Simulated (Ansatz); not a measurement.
**TeH₂N radical (SMILES [NH][TeH]): functionals against CCSD(T) at one geometry**

The atoms stand at a structure displaced at random from a GFN2-xTB minimum. How far do the functionals agree with CCSD(T) there?

The runs use Ansatz 0.2.0, Gaussian basis; single points in def2-TZVPP.

Correlated methods freeze the cores. Filled d shells of the heavier atoms are correlated. Core potentials replace the inner electrons past krypton, and spin-orbit coupling is left out. Orbitals are unrestricted. B3LYP uses VWN-RPA correlation.

## (1) The system as given

SMILES `[NH][TeH]`, 4 atoms, charge 0, spin multiplicity 2.

Atoms are counted from 1 here; the program's logs count them from 0.

Bond lengths: N1–Te2 2.067 Å, N1–H3 1.051 Å, Te2–H4 1.868 Å. Angles: Te2–N1–H3 112.1°, N1–Te2–H4 102.7°.

As a file:

```
atom     x (Å)     y (Å)     z (Å)
  N1   0.03370  -1.11650   0.48880
 Te2   0.90570   0.63130  -0.18740
  H3  -0.96210  -1.21240   0.16560
  H4  -0.56660   1.75060  -0.45140
```

## (2) CCSD(T)/def2-TZVPP

run/in.yaml reads:

```yaml
crystal:
  periodic: [false, false, false]
  atoms:
    - {symbol: N, position_ang: [0.033700, -1.116500, 0.488800]}
    - {symbol: Te, position_ang: [0.905700, 0.631300, -0.187400]}
    - {symbol: H, position_ang: [-0.962100, -1.212400, 0.165600]}
    - {symbol: H, position_ang: [-0.566600, 1.750600, -0.451400]}
basis:
  gaussian: {orbitals: def2-TZVPP}
magnetization: {spin_polarized: true, initial_magnetization: 1}
correlation: {method: ccsd_t}
scf: {omitted_lower_state_checks: [cluster_reference]}
output: {forces: true}
```

No record of the launch command was kept for these runs.

## (3) PBE0-D4/def2-TZVPP

run/in.yaml, as its differences from that of step 2:

```diff
@@ -10,4 +10,3 @@
 magnetization: {spin_polarized: true, initial_magnetization: 1}
-correlation: {method: ccsd_t}
-scf: {omitted_lower_state_checks: [cluster_reference]}
-output: {forces: true}
+hamiltonian: {xc: pbe0, dispersion: d4}
+output: {forces: true, orbitals: {seedname: orbitals}}
```

## (4) wB97M-V/def2-TZVPP

run/in.yaml, as its differences from that of step 3:

```diff
@@ -10,3 +10,3 @@
 magnetization: {spin_polarized: true, initial_magnetization: 1}
-hamiltonian: {xc: pbe0, dispersion: d4}
-output: {forces: true, orbitals: {seedname: orbitals}}
+hamiltonian: {xc: {name: wB97M-V}}
+output: {forces: true}
```

## (5) r2SCAN-D4/def2-TZVPP

run/in.yaml, as its differences from that of step 4:

```diff
@@ -10,3 +10,3 @@
 magnetization: {spin_polarized: true, initial_magnetization: 1}
-hamiltonian: {xc: {name: wB97M-V}}
+hamiltonian: {xc: r2scan, dispersion: d4}
 output: {forces: true}
```

## (6) PBE-D4/def2-TZVPP

run/in.yaml, as its differences from that of step 5:

```diff
@@ -10,3 +10,3 @@
 magnetization: {spin_polarized: true, initial_magnetization: 1}
-hamiltonian: {xc: r2scan, dispersion: d4}
+hamiltonian: {xc: pbe, dispersion: d4}
 output: {forces: true}
```

## (7) BHLYP-D4/def2-TZVPP

run/in.yaml, as its differences from that of step 6:

```diff
@@ -10,3 +10,3 @@
 magnetization: {spin_polarized: true, initial_magnetization: 1}
-hamiltonian: {xc: pbe, dispersion: d4}
+hamiltonian: {xc: {name: BHLYP}, dispersion: d4}
 output: {forces: true}
```

## (8) B3LYP-D4/def2-TZVPP

run/in.yaml, as its differences from that of step 7:

```diff
@@ -10,3 +10,3 @@
 magnetization: {spin_polarized: true, initial_magnetization: 1}
-hamiltonian: {xc: {name: BHLYP}, dispersion: d4}
+hamiltonian: {xc: {name: B3LYP}, dispersion: d4}
 output: {forces: true}
```

(Steps that only read results are left out.)

**Question.** What will these runs give? Wanted: energy less free atoms, CCSD(T)/def2-TZVPP; RMS force component; RMS force error; HOMO and LUMO, PBE0-D4; T1 diagnostic.

The runs gave:

```
                                  quantity                                                                                             value
energy less free atoms, CCSD(T)/def2-TZVPP                                                                                     -800.7 kJ/mol
                       RMS force component                                                              0.941 to 1.177 eV/Å over the methods
                           RMS force error  PBE0-D4 0.094, wB97M-V 0.132, r2SCAN-D4 0.061, PBE-D4 0.206, BHLYP-D4 0.241, B3LYP-D4 0.079 eV/Å
                    HOMO and LUMO, PBE0-D4                                                                                -6.48 and -2.80 eV
                             T1 diagnostic                                                                                             0.034
```

What this shows: Against CCSD(T) the functionals' energies less atoms differ by -116.9 to +10.7 kJ/mol, PBE-D4 by -116.9 kJ/mol. The reference is not at the basis limit: in triple zeta CCSD(T) underbinds, which counts against methods that bind more; the gaps are no ranking. The forces of r2SCAN-D4 come nearest to CCSD(T), those of BHLYP-D4 are farthest. Frozen-core CCSD(T) forces in triple zeta carry basis errors of their own, and this is one geometry, so small gaps rank nothing.
